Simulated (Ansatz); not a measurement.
# CuSn2O2: the cost of one run

Computed with Ansatz 0.2.0 (DFT PBE+D3(BJ), scalar-relativistic, plane waves, PAW, unless a step's input says otherwise).

6 further runs of the same task are left out: 6 set aside as unsound or not needed. Runs told in other sessions of the task aren't counted.

## 1. The structure to begin with

It takes space group P4/nmm (No. 129, tetragonal). The conventional cell has a = 3.836 Å, b = 3.836 Å, c = 4.761 Å, α = 90.00°, β = 90.00°, γ = 90.00°. Sn (site symmetry 4mm) is surrounded by 4 O at 2.24 Å. Around O (site symmetry -4m2) lie 4 Sn at 2.24 Å.

Coordinates:

```cif
data_structure
_symmetry_space_group_name_H-M 'P4/nmm:1'
_symmetry_Int_Tables_number 129
_cell_length_a 3.8364
_cell_length_b 3.8364
_cell_length_c 4.7605
_cell_angle_alpha 90.000
_cell_angle_beta 90.000
_cell_angle_gamma 90.000
_cell_volume 70.06
loop_
_atom_site_label
_atom_site_type_symbol
_atom_site_symmetry_multiplicity
_atom_site_Wyckoff_symbol
_atom_site_fract_x
_atom_site_fract_y
_atom_site_fract_z
_atom_site_occupancy
Sn1 Sn 2 c 0.00000 0.50000 0.24325 1
O1 O 2 a 0.00000 0.00000 0.00000 1
```

This cell was relaxed beforehand with the same method: volume 17.52 Å³/atom, gap on the mesh none (metal).

## 2. The grid

Atoms count from 1 in the order of the input.

Cu is moved over the surface cell at a fixed height above a rigid substrate; the origin of the map has the adsorbate above Sn4; the height is held at 3.00 Å.

- position of Cu5 along the first surface vector, from above Sn4: 8 values from 0.000 to 0.875, periodic
- position of Cu5 along the second surface vector, from above Sn4: 8 values from 0.000 to 0.875, periodic

Nothing else is relaxed. Points are written as (first, second).

The two vectors of the plane (Å): (3.820, 0.000, 0.000); (0.000, 3.820, 0.000).

## 3. Point (0/8, 0/8) of the map's two axes

The cell repeats along c, and a dipole correction in the vacuum removes the field between the copies.

input.yaml

```yaml
crystal:
  lattice:
    - [3.8201708766, 0.0, 0.0]
    - [0.0, 3.8201708766, 0.0]
    - [0.0, 0.0, 19.3630360333]
  atoms:
    - { symbol: Sn, position: [0.5, 0.0, 0.2065791745] }
    - { symbol: O, position: [0.0, 0.0, 0.2675984287] }
    - { symbol: O, position: [0.5, 0.5, 0.2675984287] }
    - { symbol: Sn, position: [0.0, 0.5, 0.3286176828] }
    - { symbol: Cu, position: [0.0, 0.5, 0.4835520637], spin: 1.0 }
basis:
  ecutwfc: 420
kpoints:
  mp_grid: { grid: [7, 7, 1] }
hamiltonian:
  xc: pbe
  pseudopotentials: { kind: paw, azcp: { folder: soft_1 } }
  dispersion: d3bj
scf:
  occupations: { method: gaussian, width: 0.05 }
output:
  forces: true
  eigenvalues: true
  populations: true
magnetization:
  spin_polarized: true
efield:
  axis: 3
  dipole_correction: true
  ramp_width: 0.04
```

The run is started by

```console
$ ansatz run input.yaml --threads 1 --pin off --max-ram 3072MiB --backend cpu --events-out ev --progress --plain --runs-dir out
```

What time and memory should one allow on 1 thread of Arm Neoverse V1, shared host?

About 44 s, with a peak of 0.51 GiB.
